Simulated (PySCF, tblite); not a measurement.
# AsH5O3Si, a small molecule taken as a stand-in for a surface group (hydroxylated Si): NMR shifts, core binding energies and electronic excitations, part 2 of 2

tblite 0.8.0 and PySCF 2.14.0. Atoms count from 0, parts from 1. Earlier steps stand in the parts before.

## (5) Core-electron binding energies: SCAN, X2C

What the job is given:

```
{"job": {"kind": "xps", "holes": 5}, "charge": 0, "multiplicity": 1}
O     -0.543393     1.649614    -0.523007
Si     0.139642     0.153499    -0.288851
O      0.651964    -0.588413    -1.672646
O      1.479811     0.451960     0.633578
As    -1.486926    -1.310864     0.573764
H     -1.395884     1.674008    -0.967182
H      1.501734    -0.284409    -2.009781
H      1.413886     1.208035     1.224825
H     -1.435962    -0.631698     1.939043
H     -0.433630    -2.337657     0.966111
```

Level: delta-SCF UKS SCAN, pcX-2 on the ionised atom, pcseg-1 elsewhere, spin-free X2C.

What it wrote:

```text
ground state, core basis on atom 0 (O), 143 functions
  cycle   1  E = -2774.10219809  |g| = 1.18e+00
  cycle   2  E = -2773.54243978  |g| = 2.07e+00
  cycle   3  E = -2774.34479298  |g| = 1.46e-01
  cycle   4  E = -2774.34836478  |g| = 9.24e-02
  cycle   5  E = -2774.35000103  |g| = 2.60e-02
  cycle   6  E = -2774.35012113  |g| = 8.04e-03
  cycle   7  E = -2774.35013779  |g| = 2.53e-03
  cycle   8  E = -2774.35014063  |g| = 4.73e-04
  E(ground) = -2774.29265224 Eh
hole in O 1s of atom 0
  cycle   1  E = -2753.73624717  |g| = 2.22e+00
  cycle   2  E = -2751.54654706  |g| = 2.57e+00
  cycle   3  E = -2754.24907537  |g| = 7.47e-01
  cycle   4  E = -2754.50276644  |g| = 3.28e-01
  cycle   5  E = -2754.54098665  |g| = 1.70e-01
  cycle   6  E = -2754.55081012  |g| = 5.44e-02
  cycle   7  E = -2754.55219732  |g| = 1.32e-02
  cycle   8  E = -2754.55231297  |g| = 3.25e-03
  cycle   9  E = -2754.55231611  |g| = 2.00e-03
  cycle  10  E = -2754.55231776  |g| = 9.02e-04
  cycle  11  E = -2754.55231668  |g| = 2.38e-04
  E(ion) = -2754.49548503 Eh   <S^2> = 0.7617   hole on atom = 1.000   binding energy = 538.708 eV
ground state, core basis on atom 1 (Si), 154 functions
  cycle   1  E = -2774.43422973  |g| = 2.99e-01
  cycle   2  E = -2774.43259843  |g| = 1.31e-01
  cycle   3  E = -2774.43156736  |g| = 1.45e-01
  cycle   4  E = -2774.43549102  |g| = 2.03e-02
  cycle   5  E = -2774.43555565  |g| = 4.44e-03
  cycle   6  E = -2774.43556166  |g| = 6.55e-04
  cycle   7  E = -2774.43556236  |g| = 2.73e-04
  E(ground) = -2774.33876101 Eh
hole in Si 2p of atom 1
  cycle   1  E = -2770.12491652  |g| = 1.25e+00
  cycle   2  E = -2769.73557432  |g| = 1.36e+00
  cycle   3  E = -2770.35301081  |g| = 4.17e-01
  cycle   4  E = -2770.44389670  |g| = 1.14e-01
  cycle   5  E = -2770.44660670  |g| = 6.55e-02
  cycle   6  E = -2770.44864194  |g| = 1.28e-02
  cycle   7  E = -2770.44869880  |g| = 6.87e-03
  cycle   8  E = -2770.44871563  |g| = 2.85e-03
  cycle   9  E = -2770.44871966  |g| = 4.36e-04
  E(ion) = -2770.36208638 Eh   <S^2> = 0.7522   hole on atom = 1.003   binding energy = 108.211 eV
  2p3/2 = 108.024 eV   2p1/2 = 108.650 eV
ground state, core basis on atom 2 (O), 143 functions
  cycle   1  E = -2774.35018407  |g| = 1.02e-01
  cycle   2  E = -2774.34943210  |g| = 7.85e-02
  cycle   3  E = -2774.35002591  |g| = 5.76e-02
  cycle   4  E = -2774.35060454  |g| = 7.70e-03
  cycle   5  E = -2774.35062424  |g| = 8.68e-04
  cycle   6  E = -2774.35062413  |g| = 2.73e-04
  E(ground) = -2774.29299142 Eh
hole in O 1s of atom 2
  cycle   1  E = -2753.73996389  |g| = 2.22e+00
  cycle   2  E = -2751.78172615  |g| = 2.54e+00
  cycle   3  E = -2754.30075271  |g| = 6.72e-01
  cycle   4  E = -2754.51320251  |g| = 2.59e-01
  cycle   5  E = -2754.54518443  |g| = 1.22e-01
  cycle   6  E = -2754.55228934  |g| = 4.89e-02
  cycle   7  E = -2754.55316910  |g| = 1.54e-02
  cycle   8  E = -2754.55327464  |g| = 3.71e-03
  cycle   9  E = -2754.55328200  |g| = 1.65e-03
  cycle  10  E = -2754.55328116  |g| = 8.62e-04
  cycle  11  E = -2754.55328298  |g| = 2.61e-04
  E(ion) = -2754.49646330 Eh   <S^2> = 0.7615   hole on atom = 1.000   binding energy = 538.691 eV
ground state, core basis on atom 3 (O), 143 functions
  cycle   1  E = -2774.34970391  |g| = 1.23e-01
  cycle   2  E = -2774.34655797  |g| = 1.56e-01
  cycle   3  E = -2774.35067752  |g| = 4.08e-02
  cycle   4  E = -2774.35096625  |g| = 8.66e-03
  cycle   5  E = -2774.35098223  |g| = 1.81e-03
  cycle   6  E = -2774.35098267  |g| = 2.97e-04
  E(ground) = -2774.29302889 Eh
hole in O 1s of atom 3
  cycle   1  E = -2753.74107309  |g| = 2.22e+00
  cycle   2  E = -2752.13342342  |g| = 2.50e+00
  cycle   3  E = -2754.29894215  |g| = 6.56e-01
  cycle   4  E = -2754.46172254  |g| = 4.01e-01
  cycle   5  E = -2754.54428806  |g| = 1.60e-01
  cycle   6  E = -2754.55225293  |g| = 6.70e-02
  cycle   7  E = -2754.55430279  |g| = 1.21e-02
  cycle   8  E = -2754.55438716  |g| = 4.33e-03
  cycle   9  E = -2754.55439892  |g| = 1.21e-03
  cycle  10  E = -2754.55439872  |g| = 5.66e-04
  cycle  11  E = -2754.55439983  |g| = 3.22e-04
  E(ion) = -2754.49657625 Eh   <S^2> = 0.7615   hole on atom = 1.000   binding energy = 538.689 eV
```

Run time: 21 s. Hardware: 1 thread of Arm Neoverse V2, shared host; peak memory 0.51 GiB.

Binding energies by hole, beside the orbital energy of the ground state; the difference holds orbital relaxation and, for a density functional, its self-interaction error:

```csv
hole,stands for,environment,ΔSCF (eV; 2p as the shell's mean),−ε (eV),⟨S²⟩
O1s on O0,O0,"oxygen bonded to Si, H",538.71,516.9,0.762
Si2p on Si1,Si1,"silicon bonded to As, 3 O",108.23,97.4,0.752
O1s on O2,O2,"oxygen bonded to Si, H",538.69,516.8,0.762
O1s on O3,O3,"oxygen bonded to Si, H",538.69,516.8,0.761
```

With the spin-orbit splitting: Si1 2p3/2 108.02, 2p1/2 108.65 eV. The table gives each 2p level as the mean over the whole 2p shell (two parts 2p3/2, one part 2p1/2), which differs a little from the single hole in the log.

## (6) Ultraviolet spectrum: CAM-B3LYP/def2-SVPD

Same as in step 5 but for these lines:

```diff
@@ -1,2 +1,2 @@
-{"job": {"kind": "xps", "holes": 5}, "charge": 0, "multiplicity": 1}
+{"job": {"kind": "uv", "xc": "CAM-B3LYP", "basis": "def2-SVPD", "nstates": 6, "ntriplets": 2, "ip": true}, "charge": 0, "multiplicity": 1}
 O     -0.543393     1.649614    -0.523007
```

With the program's defaults for keys left out, this is: TDDFT CAM-B3LYP/def2-SVPD, vertical, gas phase, core orbitals frozen in the response.

What it wrote:

```text
coarse grid: 41648 points
cycle   1  E = -2753.5277749394  dE = -2.083e-01  |g| = 1.074e+00  |ddm| = 3.865e+00
cycle   2  E = -2753.4061011757  dE =  1.217e-01  |g| = 1.366e+00  |ddm| = 2.786e+00
cycle   3  E = -2753.7424359820  dE = -3.363e-01  |g| = 5.560e-02  |ddm| = 1.481e+00
cycle   4  E = -2753.7431308196  dE = -6.948e-04  |g| = 1.461e-02  |ddm| = 1.008e-01
cycle   5  E = -2753.7431826577  dE = -5.184e-05  |g| = 8.368e-03  |ddm| = 3.631e-02
cycle   6  E = -2753.7431965867  dE = -1.393e-05  |g| = 2.293e-03  |ddm| = 1.020e-02
cycle   7  E = -2753.7431977776  dE = -1.191e-06  |g| = 5.133e-04  |ddm| = 3.539e-03
final grid: 85488 points
cycle   8  E = -2753.7431556225  dE = -8.583e-08  |g| = 4.338e-04  |ddm| = 2.642e-03
cycle   9  E = -2753.7431556214  dE =  1.107e-09  |g| = 4.925e-04  |ddm| = 1.159e-03
cycle  10  E = -2753.7431556675  dE = -4.613e-08  |g| = 6.345e-05  |ddm| = 5.247e-04
cycle  11  E = -2753.7431556685  dE = -1.002e-09  |g| = 1.318e-05  |ddm| = 1.106e-04
cycle  12  E = -2753.7431556686  dE = -1.232e-10  |g| = 6.531e-06  |ddm| = 6.806e-05
converged SCF energy = -2753.7431556686

Static polarisability (au): isotropic 69.372, principal 63.549 63.994 80.574

Singlet excitations
state   eV       nm        f      main configurations
  1   6.2519    198.3   0.05286   H->L 0.75, H->L+1 0.17
  2   6.5257    190.0   0.02820   H->L+1 0.46, H->L+2 0.27, H->L 0.10
  3   7.1606    173.1   0.27405   H->L+2 0.48, H->L+1 0.18, H->L+3 0.09
  4   7.5956    163.2   0.03004   H->L+4 0.30, H-1->L 0.30, H->L+3 0.13
  5   7.6868    161.3   0.08294   H-1->L 0.34, H->L+3 0.28
  6   7.8900    157.1   0.04731   H->L+4 0.36, H->L+3 0.19, H-2->L 0.11

Triplet excitations (Tamm-Dancoff, eV): 5.6533 5.7696
Vertical ionisation energy (delta-SCF) = 9.6962 eV
```

Run time: 41 s. Hardware: 1 thread of Arm Neoverse V2, shared host; peak memory 0.89 GiB.

Frontier orbitals and where they lie:

| orbital | eV | atoms |
| --- | --- | --- |
| HOMO−3 | -11.39 | O3 64 %, O2 10 %, O0 9 % |
| HOMO−2 | -10.88 | O2 44 %, O0 38 %, As4 4 % |
| HOMO−1 | -10.24 | As4 44 %, O0 16 %, Si1 12 % |
| HOMO | -8.73 | As4 61 %, Si1 12 %, O3 9 % |
| LUMO | 0.36 | Si1 31 %, As4 15 %, O0 12 % |
| LUMO+1 | 1.11 | As4 32 %, O0 15 %, O2 10 % |
| LUMO+2 | 1.45 | As4 38 %, H8 13 %, O3 13 % |

With each of the 6 states as a Gaussian band of 0.4 eV half-width at 1/e, the curve within the window shown has maxima at 171 nm (ε 12,000) L/(mol cm). Beyond the last state computed it falls off for lack of states. The curve at chosen wavelengths:

```tsv
nm	ε (L/mol/cm)
151	1930
154	3765
156	5120
159	6961
162	8500
164	9508
167	11079
170	12237
172	12366
175	11299
178	9101
180	7456
183	5352
186	4033
189	3437
191	3285
194	3176
197	3003
199	2801
202	2374
205	1863
207	1519
210	1052
213	680
215	490
218	285
```

Ground-state properties from the same run:

| property | computed |
| --- | --- |
| dipole moment (D) | 1.24 |
| polarisability (Å³) | 10.28 |
| HOMO–LUMO gap (eV) | 9.09 |
| −ε(HOMO) (eV) | 8.73 |

## (7) What came out

What follows sums up all 2 parts.

```
                                quantity                               value
                             point group                                  C1
    rotational constants (main isotopes)                3.83, 1.40, 1.37 GHz
   1H shifts against TMS (PBE0/pcSseg-2)    2.16, 2.07, 2.02, 1.99, 1.72 ppm
  17O shifts against H2O (PBE0/pcSseg-2)                92.9, 75.8, 74.9 ppm
 29Si shifts against TMS (PBE0/pcSseg-2)                           -19.5 ppm
75As shifts against AsH3 (PBE0/pcSseg-2)                             -35 ppm
   surface potential, 1st and 99th percentile                  -1.23 V and 2.61 V
        O1s binding energies, SCAN/pcX-2  O0 538.71, O2 538.69, O3 538.69 eV
       Si2p binding energies, SCAN/pcX-2                       Si1 108.23 eV
    lowest singlet (CAM-B3LYP/def2-SVPD)         6.25 eV (198 nm), f = 0.053
brightest single state of those computed         state 3, 7.16 eV, f = 0.274
                          lowest triplet                             5.65 eV
       vertical ionisation energy (ΔSCF)                             9.70 eV
```

In words: The optimisation took 9 steps and gained 0.132 eV; among the close pairs (by a distance rule), Si1–As4 changed most, from 2.298 to 2.352 Å (PBE0/def2-SVP). No frequency check was run at this level, so the end point may be a saddle. At PBE0/pcSseg-2: The largest span, 215 ppm, is at As4, where the paramagnetic term is -929 ppm. The O1s levels computed lie within 0.02 eV of one another, too close to rank. The lowest singlet, at 6.25 eV, is HOMO→LUMO 0.75, HOMO→LUMO+1 0.17 and is bright; of the 6 states computed, the strongest absorption comes from state 3 at 7.16 eV. The lowest triplet lies 0.60 eV below the lowest singlet (triplets in Tamm-Dancoff, singlets in full TDDFT). ΔSCF puts the ionisation energy at 9.70 eV, 0.96 eV above −ε(HOMO). Spin-orbit coupling is left out, which matters for shieldings and couplings at and beside the heavy atoms.
